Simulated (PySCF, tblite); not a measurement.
# C2H10FNSi4: geometry, infrared bands and NMR shifts

Aim: predict the infrared bands and NMR shifts of C2H10FNSi4 (`C[SiH2][Si@]([SiH3])(C#N)[SiH2]F`).

The runs use tblite 0.8.0 and PySCF 2.14.0, with density-fitted response routines of our own; the level of theory stands in each step. All values are computed, except where a source is named. Atoms are numbered from 0 throughout.

## (1) Starting geometry

18 atoms, charge 0, multiplicity 1; geometry from: force field or distance geometry start.

Bonds of the start (Å): C0–Si1 1.89, Si1–Si2 2.22, Si2–Si3 2.22, Si2–C4 1.84, C4–N5 1.15, Si2–Si6 2.22, Si6–F7 1.65, C0–H8 1.11, C0–H9 1.10, C0–H10 1.10, Si1–H11 1.47, Si1–H12 1.49, Si3–H13 1.49, Si3–H14 1.45, Si3–H15 1.46, Si6–H16 1.47, Si6–H17 1.49.

## (2) Optimising the geometry with GFN2-xTB

The job: settings as JSON, then the geometry in Å.

```
{"job": {"kind": "relax", "xc": "GFN2-xTB", "basis": "xTB"}, "charge": 0, "multiplicity": 1}
C      2.316800     0.253800     0.188500
Si     0.880300     0.350500     1.417300
Si    -0.922200     0.022500     0.155800
Si    -0.744600     1.429100    -1.558000
C     -2.363900     0.404700     1.237900
N     -3.261100     0.661200     1.916500
Si    -0.885600    -2.122300    -0.420700
F     -2.261400    -2.654600    -1.170600
H      1.946200     0.207600    -0.856500
H      2.961500     1.142100     0.291200
H      2.815000    -0.710100     0.389100
H      0.842600     1.647900     2.099100
H      1.027900    -0.763000     2.396900
H      0.529700     2.189200    -1.422700
H     -0.691700     0.730400    -2.829400
H     -1.813100     2.422000    -1.498400
H      0.338100    -2.335600    -1.207200
H     -0.723100    -2.868900     0.859500
```

Command:

```sh
OMP_NUM_THREADS=1 python probes_run.py task.json out
```

The driver reads the jobs from task.json and runs them one after another.

What it wrote:

```text
step      E/eV     max force
  0    -650.40485    1.917
  1    -650.56153    2.558
  2    -650.53591    4.796
  3    -650.69909    0.737
  4    -650.73852    0.701
  5    -650.83254    1.509
  6    -650.88355    1.161
  7    -650.91784    0.431
  8    -650.94633    0.506
  9    -650.97126    0.651
 10    -650.98971    0.560
 11    -651.00459    0.475
 12    -651.01366    0.271
 13    -651.02000    0.371
 14    -651.02649    0.344
 15    -651.03391    0.277
 16    -651.04173    0.339
 17    -651.04760    0.289
 18    -651.05076    0.189
 19    -651.05297    0.191
 20    -651.05549    0.166
 21    -651.05821    0.193
 22    -651.06129    0.196
 23    -651.06507    0.274
 24    -651.06960    0.293
 25    -651.07407    0.242
 26    -651.07759    0.158
 27    -651.08048    0.141
 28    -651.08445    0.288
 29    -651.09127    0.504
 30    -651.10049    0.556
 31    -651.10857    0.346
 32    -651.11374    0.152
 33    -651.11735    0.216
 34    -651.12081    0.271
 35    -651.12421    0.234
 36    -651.12652    0.114
 37    -651.12789    0.092
 38    -651.12911    0.144
 39    -651.13064    0.160
 40    -651.13198    0.098
 41    -651.13279    0.063
 42    -651.13333    0.082
 43    -651.13394    0.086
 44    -651.13479    0.092
 45    -651.13597    0.101
 46    -651.13752    0.113
 47    -651.13954    0.130
 48    -651.14185    0.111
 49    -651.14375    0.093
 50    -651.14487    0.073
 51    -651.14560    0.065
 52    -651.14630    0.067
 53    -651.14745    0.090
 54    -651.14916    0.127
 55    -651.15128    0.142
 56    -651.15330    0.103
 57    -651.15475    0.078
 58    -651.15583    0.076
 59    -651.15718    0.106
 60    -651.15874    0.124
 61    -651.16033    0.111
 62    -651.16163    0.112
 63    -651.16274    0.083
 64    -651.16374    0.086
 65    -651.16513    0.084
 66    -651.16651    0.091
 67    -651.16780    0.077
 68    -651.16852    0.102
 69    -651.16938    0.180
 70    -651.17010    0.071
 71    -651.17127    0.086
 72    -651.17186    0.064
 73    -651.17256    0.051
 74    -651.17289    0.056
 75    -651.17341    0.067
 76    -651.17394    0.084
 77    -651.17467    0.095
 78    -651.17554    0.089
 79    -651.17646    0.077
 80    -651.17719    0.049
 81    -651.17745    0.208
 82    -651.17819    0.153
 83    -651.17877    0.125
 84    -651.18050    0.075
 85    -651.18181    0.102
 86    -651.18308    0.089
 87    -651.18372    0.057
 88    -651.18417    0.084
 89    -651.18472    0.089
 90    -651.18562    0.143
 91    -651.18684    0.129
 92    -651.18769    0.059
 93    -651.18806    0.054
 94    -651.18834    0.061
 95    -651.18868    0.076
 96    -651.18943    0.087
 97    -651.19069    0.084
 98    -651.19237    0.097
 99    -651.19311    0.102
100    -651.19384    0.093
101    -651.19425    0.046
102    -651.19470    0.041
103    -651.19511    0.064
104    -651.19551    0.062
105    -651.19573    0.044
106    -651.19591    0.030
107    -651.19615    0.041
108    -651.19648    0.037
109    -651.19676    0.058
110    -651.19693    0.029
111    -651.19705    0.034
112    -651.19717    0.033
113    -651.19737    0.061
114    -651.19763    0.089
115    -651.19788    0.074
116    -651.19803    0.033
117    -651.19810    0.019
118    -651.19815    0.028
119    -651.19822    0.038
120    -651.19829    0.032
121    -651.19834    0.020
122    -651.19838    0.020
123    -651.19844    0.028
124    -651.19859    0.042
125    -651.19879    0.050
126    -651.19907    0.044
127    -651.19933    0.033
128    -651.19954    0.053
129    -651.19972    0.055
130    -651.19996    0.041
131    -651.20027    0.057
132    -651.20045    0.094
133    -651.20093    0.100
134    -651.20128    0.076
135    -651.20162    0.042
136    -651.20175    0.033
137    -651.20190    0.033
138    -651.20203    0.037
139    -651.20219    0.041
140    -651.20247    0.041
141    -651.20278    0.060
142    -651.20323    0.065
143    -651.20353    0.047
144    -651.20374    0.032
145    -651.20385    0.034
146    -651.20404    0.041
147    -651.20417    0.034
148    -651.20429    0.030
149    -651.20436    0.031
150    -651.20448    0.033
151    -651.20466    0.041
152    -651.20496    0.053
153    -651.20535    0.051
154    -651.20576    0.044
155    -651.20608    0.064
156    -651.20634    0.055
157    -651.20664    0.046
158    -651.20704    0.047
159    -651.20760    0.052
160    -651.20824    0.067
161    -651.20886    0.060
162    -651.20929    0.049
163    -651.20958    0.039
164    -651.20979    0.058
165    -651.21010    0.057
166    -651.21047    0.039
167    -651.21095    0.054
168    -651.21126    0.051
169    -651.21185    0.050
170    -651.21285    0.078
171    -651.21337    0.095
172    -651.21416    0.099
173    -651.21502    0.068
174    -651.21577    0.047
175    -651.21634    0.055
176    -651.21696    0.048
177    -651.21746    0.102
178    -651.21807    0.069
179    -651.21860    0.072
180    -651.21930    0.060
181    -651.21962    0.054
182    -651.22002    0.052
183    -651.22036    0.045
184    -651.22092    0.083
185    -651.22168    0.073
186    -651.22261    0.104
187    -651.22360    0.106
188    -651.22447    0.071
189    -651.22537    0.097
190    -651.22725    0.104
191    -651.22881    0.187
192    -651.22987    0.173
193    -651.23217    0.084
194    -651.23293    0.115
195    -651.23384    0.073
196    -651.23422    0.130
197    -651.23494    0.075
198    -651.23570    0.052
199    -651.23665    0.051
200    -651.23740    0.073
201    -651.23810    0.104
202    -651.23843    0.189
203    -651.24010    0.087
204    -651.24098    0.063
205    -651.24192    0.081
206    -651.24269    0.073
207    -651.24357    0.115
208    -651.24444    0.065
209    -651.24488    0.057
210    -651.24522    0.050
211    -651.24560    0.067
212    -651.24611    0.066
213    -651.24684    0.062
214    -651.24720    0.068
215    -651.24765    0.044
216    -651.24802    0.068
217    -651.24844    0.043
218    -651.24894    0.045
219    -651.24949    0.065
220    -651.24990    0.053
221    -651.25027    0.045
222    -651.25064    0.059
223    -651.25115    0.045
224    -651.25180    0.060
225    -651.25246    0.058
226    -651.25305    0.049
227    -651.25323    0.088
228    -651.25383    0.050
229    -651.25415    0.041
230    -651.25479    0.037
231    -651.25504    0.042
232    -651.25541    0.048
233    -651.25572    0.047
234    -651.25609    0.052
235    -651.25639    0.050
236    -651.25656    0.028
237    -651.25677    0.044
238    -651.25700    0.031
239    -651.25741    0.046
240    -651.25768    0.042
241    -651.25790    0.029
242    -651.25804    0.027
243    -651.25820    0.027
244    -651.25837    0.030
245    -651.25853    0.022
246    -651.25868    0.021
247    -651.25883    0.021
248    -651.25897    0.026
249    -651.25913    0.029
250    -651.25930    0.025
251    -651.25943    0.020
252    -651.25950    0.019
253    -651.25955    0.019
254    -651.25961    0.020
255    -651.25968    0.022
256    -651.25979    0.024
257    -651.25990    0.026
258    -651.25998    0.024
259    -651.26005    0.024
260    -651.26012    0.020
261    -651.26018    0.028
262    -651.26029    0.036
263    -651.26050    0.035
264    -651.26060    0.023
265    -651.26071    0.019
266    -651.26082    0.017
267    -651.26092    0.019
268    -651.26101    0.016
269    -651.26107    0.014
270    -651.26113    0.015
271    -651.26118    0.012
272    -651.26123    0.010
273    -651.26125    0.010
274    -651.26126    0.005
```

It took 11 s on 1 thread of Intel Xeon at 2.50GHz, shared host; peak memory 0.18 GiB.

Along the way: (not every step is listed) (the energy doesn't fall at every step)

```
step  energy from step 0 (eV)  largest force (eV/Å)
   0                   0.0000                1.9166
   1                  -0.1567                2.5578
   2                  -0.1311                4.7956
   3                  -0.2942                0.7368
   4                  -0.3337                0.7014
   5                  -0.4277                1.5089
   6                  -0.4787                1.1606
   7                  -0.5130                0.4311
   8                  -0.5415                0.5062
  34                  -0.7160                0.2708
  60                  -0.7539                0.1245
  86                  -0.7782                0.0888
 112                  -0.7923                0.0333
 138                  -0.7972                0.0373
 164                  -0.8049                0.0582
 190                  -0.8224                0.1039
 216                  -0.8432                0.0679
 242                  -0.8532                0.0268
 268                  -0.8562                0.0158
 269                  -0.8562                0.0138
 270                  -0.8563                0.0148
 271                  -0.8563                0.0122
 272                  -0.8564                0.0100
 273                  -0.8564                0.0105
 274                  -0.8564                0.0052
```

Close pairs (by a distance rule), those that changed most:

```
   bond  before (Å)  after (Å)  change (Å)
Si1–Si2       2.224      2.351      +0.127
Si2–Si3       2.224      2.347      +0.123
Si2–Si6       2.221      2.331      +0.110
 Si6–F7       1.655      1.622      -0.033
Si6–H17       1.491      1.459      -0.032
 Si2–C4       1.843      1.872      +0.029
Si3–H13       1.490      1.467      -0.023
  C0–H8       1.110      1.087      -0.023
```

The end geometry stands in the next job.

## (3) Vibrational analysis with GFN2-xTB

The job: settings as JSON, then the geometry in Å.

```
{"job": {"kind": "ir", "xc": "GFN2-xTB", "basis": "xTB"}, "charge": 0, "multiplicity": 1}
C      2.627828     0.162262     0.167985
Si     1.200759     0.517028     1.369325
Si    -0.782130     0.047986     0.196502
Si    -1.318947     1.519298    -1.552077
C     -2.140142     0.306564     1.458065
N     -2.972306     0.486426     2.228832
Si    -1.036775    -2.205509    -0.341685
F      0.238196    -2.459392    -1.312023
H      2.590071     0.818489    -0.697511
H      3.593088     0.306396     0.643343
H      2.592503    -0.861000    -0.195572
H      1.283269     1.920846     1.798201
H      1.383176    -0.310649     2.569727
H     -0.444757     2.696710    -1.519818
H     -1.118083     0.863392    -2.847673
H     -2.700827     1.994835    -1.504621
H     -0.839458    -3.198988     0.708151
H     -2.164225    -2.598376    -1.180809
```

What it wrote:

```text
mode    cm-1     km/mol
  1     -27.2      0.01
  2      23.2      0.03
  3      27.3      2.07
  4      58.3      2.17
  5      62.2      3.70
  6      74.5      2.83
  7      86.6     12.63
  8      89.9     10.14
  9     136.2      5.51
 10     139.9      1.07
 11     187.5      5.05
 12     300.5     13.45
 13     308.2     12.61
 14     314.6      2.71
 15     354.1      9.09
 16     367.1      9.39
 17     403.6     13.39
 18     412.6     17.72
 19     470.5      2.23
 20     483.5      0.88
 21     540.0     12.54
 22     583.2     35.77
 23     613.9    129.87
 24     631.1    252.72
 25     698.3    436.89
 26     743.1    134.77
 27     760.3    585.76
 28     778.1    275.90
 29     787.4    367.00
 30     799.8     26.85
 31     804.8    199.75
 32     809.0    182.87
 33     826.8     86.84
 34     831.6    148.19
 35    1378.6      9.96
 36    1490.2      0.25
 37    1494.5      1.50
 38    2188.9    265.08
 39    2200.1    133.93
 40    2222.6    304.32
 41    2230.9    238.44
 42    2262.8    125.14
 43    2268.1    515.87
 44    2290.3    180.59
 45    2310.6    156.30
 46    3029.2     28.58
 47    3035.7     27.88
 48    3044.1     10.60
```

Run time: 3.7 s. Hardware: 1 thread of Intel Xeon at 2.50GHz, shared host; peak memory 0.18 GiB.

The strongest bands and the atoms that carry them (share of the mass-weighted mode):

```
cm⁻¹  km/mol                                  atoms
 631   252.7           H12 28 %, H11 27 %, Si2 17 %
 698   436.9                     H16 40 %, H17 39 %
 760   585.8  H14 20 %, H15 19 %, H13 18 %, F7 12 %
 778   275.9                      F7 42 %, Si6 28 %
 787   367.0                     H16 31 %, H17 30 %
2189   265.1                     H11 73 %, H12 21 %
2223   304.3                               H13 94 %
2268   515.9           H17 44 %, H16 28 %, H15 23 %
```

## (4) Shielding tensors: PBE0/pcSseg-1

The job, as its differences from that of step 3:

```diff
@@ -1,2 +1,2 @@
-{"job": {"kind": "ir", "xc": "GFN2-xTB", "basis": "xTB"}, "charge": 0, "multiplicity": 1}
+{"job": {"kind": "nmr", "xc": "PBE0", "basis": "pcSseg-1"}, "charge": 0, "multiplicity": 1}
 C      2.627828     0.162262     0.167985
```

Method: GIAO PBE0/pcSseg-1 NMR shielding, non-relativistic, gas phase.

What it wrote:

```text
coarse grid: 17016 points
cycle   1  E = -1393.8809917971  dE =  3.250e-01  |g| = 7.110e-01  |ddm| = 3.853e+00
cycle   2  E = -1393.6650470853  dE =  2.159e-01  |g| = 1.266e+00  |ddm| = 1.661e+00
cycle   3  E = -1393.9752287153  dE = -3.102e-01  |g| = 2.273e-01  |ddm| = 1.112e+00
cycle   4  E = -1393.9856714304  dE = -1.044e-02  |g| = 6.783e-02  |ddm| = 1.645e-01
cycle   5  E = -1393.9864954982  dE = -8.241e-04  |g| = 2.239e-02  |ddm| = 5.891e-02
cycle   6  E = -1393.9865987911  dE = -1.033e-04  |g| = 2.637e-03  |ddm| = 2.146e-02
cycle   7  E = -1393.9866004331  dE = -1.642e-06  |g| = 8.034e-04  |ddm| = 3.802e-03
final grid: 146440 points
cycle   8  E = -1394.0345418904  dE = -2.343e-05  |g| = 5.864e-03  |ddm| = 1.993e-02
cycle   9  E = -1394.0345371854  dE =  4.705e-06  |g| = 7.207e-03  |ddm| = 9.973e-03
cycle  10  E = -1394.0345492277  dE = -1.204e-05  |g| = 1.869e-03  |ddm| = 5.883e-03
cycle  11  E = -1394.0345499543  dE = -7.266e-07  |g| = 4.289e-04  |ddm| = 1.329e-03
cycle  12  E = -1394.0345499935  dE = -3.914e-08  |g| = 6.641e-05  |ddm| = 3.341e-04
cycle  13  E = -1394.0345499946  dE = -1.109e-09  |g| = 2.044e-05  |ddm| = 1.101e-04
cycle  14  E = -1394.0345499947  dE = -9.959e-11  |g| = 6.593e-06  |ddm| = 2.864e-05
converged SCF energy = -1394.0345499947

GIAO shielding tensors (ppm)
atom      isotropic    diamagn.    paramagn.     s11        s22        s33       span
  0 C      195.011     254.380     -59.369    188.651    196.610    199.772     11.121
  1 Si     411.383     880.737    -469.354    391.973    395.352    446.824     54.851
  2 Si     483.172     883.639    -400.467    460.171    487.891    501.454     41.282
  3 Si     455.421     880.235    -424.814    434.519    455.640    476.105     41.585
  4 C       65.478     264.247    -198.769    -51.649    -44.224    292.306    343.955
  5 N     -105.905     338.570    -444.474   -308.124   -300.777    291.187    599.311
  6 Si     334.968     877.512    -542.544    274.804    308.950    421.149    146.346
  7 F      425.905     472.159     -46.254    369.387    450.747    457.580     88.192
  8 H       31.612      32.074      -0.462     26.671     30.127     38.037     11.366
  9 H       31.284      28.158       3.126     26.138     27.460     40.253     14.115
 10 H       31.395      32.029      -0.634     25.849     30.349     37.989     12.140
 11 H       27.272      29.615      -2.343     23.888     25.454     32.473      8.585
 12 H       27.168      29.606      -2.437     23.736     25.368     32.401      8.665
 13 H       27.832      29.117      -1.285     23.856     26.467     33.173      9.316
 14 H       27.870      28.993      -1.123     24.192     26.018     33.401      9.209
 15 H       27.720      28.593      -0.873     24.019     25.649     33.492      9.473
 16 H       25.796      28.220      -2.424     22.811     24.411     30.165      7.354
 17 H       25.813      27.840      -2.027     22.590     24.430     30.419      7.828
```

Run time: 1.9 min. Hardware: 1 thread of Intel Xeon at 2.50GHz, shared host; peak memory 1.1 GiB.

Shifts follow as δ = σ(reference) − σ, with reference shieldings (ppm) from runs at the same level and on the same kind of geometry: ¹H TMS 31.72, ¹³C TMS 186.9, ²⁹Si TMS 349.2, ¹⁹F CFCl3 170.9, ¹⁵N NH3 267.7. The references are single molecules in the gas phase, so shifts against H2O, NH3, PH3, H3PO4 or CFCl3 are not on the usual liquid scales and can be off by tens of ppm. Atoms listed in one row are averaged.

```
        atoms                               environment  σ (ppm)  δ (ppm)  δ scaled to CDCl3
           C4                            nitrile carbon     65.5    121.4              116.6
           C0                methyl carbon bonded to Si    195.0     -8.1               -9.8
          H16     hydrogen on a silicon bonded to F, Si    25.80     5.92                  –
          H17     hydrogen on a silicon bonded to F, Si    25.81     5.90                  –
          H12     hydrogen on a silicon bonded to C, Si    27.17     4.55                  –
          H11     hydrogen on a silicon bonded to C, Si    27.27     4.45                  –
H13, H14, H15        hydrogen on a silicon bonded to Si    27.81     3.91                  –
  H8, H9, H10  hydrogen on a methyl carbon bonded to Si    31.43     0.29               0.38
          Si6              silicon bonded to F, Si, 2 H    335.0     14.2                  –
          Si1              silicon bonded to C, Si, 2 H    411.4    -62.2                  –
          Si3                 silicon bonded to Si, 3 H    455.4   -106.3                  –
          Si2                 silicon bonded to C, 3 Si    483.2   -134.0                  –
           N5                          nitrile nitrogen   -105.9    373.6                  –
           F7                     fluorine bonded to Si    425.9   -255.0                  –
```

The scaled column applies a straight-line fit of computed shieldings to shifts measured in CDCl3, and one for carbons that bear F (root-mean-square error 0.16 ppm for H, 1.9 ppm for C).

The run also stored atomic charges by several schemes (e):

```
atoms  Mulliken    IAO  Hirshfeld  ESP fit
   C0     -0.63  -0.71      -0.21    -0.51
  Si1      0.46   0.52       0.27     0.51
  Si2     -0.26   0.10       0.15    -0.18
  Si3      0.32   0.34       0.24     0.35
   C4     -0.19  -0.14      -0.05     0.23
   N5     -0.20  -0.21      -0.21    -0.41
  Si6      0.84   0.85       0.35     0.57
   F7     -0.44  -0.55      -0.21    -0.31
```

Mayer bond orders: C0–Si1 0.96, Si1–Si2 0.88, Si2–Si3 0.85, Si2–C4 0.77, C4–N5 2.93, Si2–Si6 0.86, Si6–F7 0.87.

## (5) Outcome

| quantity | value |
| --- | --- |
| strongest single infrared mode (GFN2-xTB) | 760 cm⁻¹, 586 km/mol |
| zero-point energy (GFN2-xTB) | 65.7 kcal/mol |
| ¹³C shifts against TMS (PBE0/pcSseg-1) | 121.4, -8.1 ppm |
| ¹H shifts against TMS (PBE0/pcSseg-1, means over atoms taken as alike) | 5.92, 5.90, 4.55, 4.45, 3.91, 0.29 ppm |
| ²⁹Si shifts against TMS (PBE0/pcSseg-1) | 14.2, -62.2, -106.3, -134.0 ppm |
| ¹⁵N shifts against NH3 (PBE0/pcSseg-1) | 373.6 ppm |
| ¹⁹F shifts against CFCl3 (PBE0/pcSseg-1) | -255.0 ppm |

What this shows: The optimisation took 274 steps and gained 0.856 eV; among the close pairs (by a distance rule), Si1–Si2 changed most, from 2.224 to 2.351 Å. The lowest mode is imaginary (27i cm⁻¹), so the xTB geometry is not a minimum. The strongest single mode, at 760 cm⁻¹, is spread over many atoms; the largest shares are those of H14, H15, H13. Unscaled tight-binding wavenumbers are off by several per cent, some by more. Its intensities can rank the bands wrongly. C4 (nitrile carbon) lies farthest downfield among carbon, at 121.4 ppm; this is the usual window of a C≡N carbon, which has no attached hydrogen. At PBE0/pcSseg-1: The widest tensor belongs to N5: span 599 ppm, with a paramagnetic part of -444 ppm.
